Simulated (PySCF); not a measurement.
# SnHMe2(nBu): geometry, NMR shifts and electronic excitations

Wanted: the NMR shifts and electronic excitations of SnHMe2(nBu) (`[H][Sn]([CH3])([CH3])[CH2]CCC`), by calculation.

The runs use PySCF 2.14.0, with density-fitted response routines of our own; the level of theory stands in each step. All values are computed, except where a source is named. Atoms are numbered from 0 throughout.

### Step 1. Starting geometry

23 atoms, charge 0, multiplicity 1; geometry from: GFN2-xTB. The atoms were then displaced at random by about 0.03 Å, so the start is not that level's minimum.

Bonds of the start (Å): Sn0–H1 1.68, Sn0–C2 2.09, Sn0–C6 2.26, Sn0–C10 2.18, C2–H3 1.18, C2–H4 1.09, C2–H5 1.10, C6–H7 1.06, C6–H8 1.03, C6–H9 1.08, C10–C11 1.48, C10–H14 1.11, C10–H15 1.07, C11–C12 1.58, C11–H16 1.06, C11–H17 1.13, C12–C13 1.56, C12–H18 1.06, C12–H19 1.05, C13–H20 1.11, C13–H21 1.17, C13–H22 1.04.

### Step 2. Relaxing the molecule at PBE0-D3(BJ)/def2-SVP

Job settings and geometry (Å):

```
{"job": {"xc": "PBE0", "basis": "def2-SVP", "d3": "d3bj", "grid": 1, "maxiter": 40, "shake": 0.03, "kind": "geom"}, "charge": 0, "multiplicity": 1}
Sn     1.056340     1.405840     0.355210
H      0.999770     1.506930     2.034840
C      3.005240     1.541920    -0.379040
H      3.671560     2.425070     0.037590
H      3.085940     1.583320    -1.467150
H      3.591640     0.677030    -0.045110
C     -0.057890     3.246100    -0.344520
H     -1.065480     3.256110    -0.009940
H     -0.098680     3.296530    -1.371380
H      0.381940     4.146650     0.049180
C     -0.047870    -0.365530    -0.273600
C     -1.155770    -0.750150     0.624600
C     -2.026700    -1.936480     0.051990
C     -1.168060    -3.240740     0.104870
H     -0.399150    -0.232100    -1.314330
H      0.715350    -1.111930    -0.318250
H     -0.789270    -0.938590     1.598160
H     -1.898400     0.099940     0.712790
H     -2.829540    -2.136050     0.717210
H     -2.365540    -1.740910    -0.919350
H     -1.785710    -4.093180    -0.236610
H     -0.264870    -3.243420    -0.641620
H     -0.697590    -3.406710     1.012720
```

On the command line:

```sh
OMP_NUM_THREADS=1 python probes_run.py task.json out
```

The driver reads the jobs from task.json and runs them one after another.

**Question.** This job is followed by: GIAO PBE0/pcSseg-1 Sn:def2-TZVP NMR shielding, non-relativistic, gas phase; TDDFT CAM-B3LYP/def2-SVPD, vertical, gas phase, core orbitals frozen in the response; GIAO KT2/pcSseg-1 Sn:def2-TZVP NMR shielding, non-relativistic, gas phase. What will the session give for the following? point group; rotational constants (main isotopes); 13C shifts against TMS (PBE0/def2-TZVP+pcSseg-1, means over atoms taken as alike); 1H shifts against TMS (PBE0/def2-TZVP+pcSseg-1, means over atoms taken as alike); surface potential, 1st and 99th percentile; lowest singlet (CAM-B3LYP/def2-SVPD); brightest single state of those computed; lowest triplet; range of the shift of C10.

As calculated:

| quantity | value |
| --- | --- |
| point group | C1 |
| rotational constants (main isotopes) | 3.13, 0.64, 0.57 GHz |
| 13C shifts against TMS (PBE0/def2-TZVP+pcSseg-1, means over atoms taken as alike) | 29.6, 28.5, 13.2, 11.1, -10.1 ppm |
| 1H shifts against TMS (PBE0/def2-TZVP+pcSseg-1, means over atoms taken as alike) | 4.57, 1.40, 1.32, 0.95, 0.64, 0.08 ppm |
| surface potential, 1st and 99th percentile | -0.37 V and 0.76 V |
| lowest singlet (CAM-B3LYP/def2-SVPD) | 6.97 eV (178 nm), f = 0.077 |
| brightest single state of those computed | state 6, 7.87 eV, f = 0.218 |
| lowest triplet | 6.58 eV |
| range of the shift of C10 | 11.1 to 14.0 ppm |

**Reading.** The start was shaken at random, so part of the energy gained undoes that. Over 14 steps the energy fell by 1.009 eV; of the close pairs, Sn0–C6 changed most, 2.262 to 2.156 Å. No frequency check was run at this level, so the end point may be a saddle. At PBE0/def2-TZVP+pcSseg-1: The widest tensor belongs to C10: span 33 ppm, with a paramagnetic part of -82 ppm. The first singlet state (HOMO→LUMO 0.83) lies at 6.97 eV and is bright; of the 10 states computed, the strongest absorption comes from state 6 at 7.87 eV (the last state computed is bright too, and its partners may lie past the list). The lowest triplet lies 0.38 eV below the lowest singlet (triplets in Tamm-Dancoff, singlets in full TDDFT). Spin-orbit coupling, left out, mixes singlets and triplets in elements this heavy. Across the 2 runs the shift of C10 moves most, between 11.1 (PBE0/def2-TZVP+pcSseg-1) and 14.0 ppm (KT2/def2-TZVP+pcSseg-1). Spin-orbit coupling is left out, which matters for shieldings and couplings at and beside the heavy atoms.
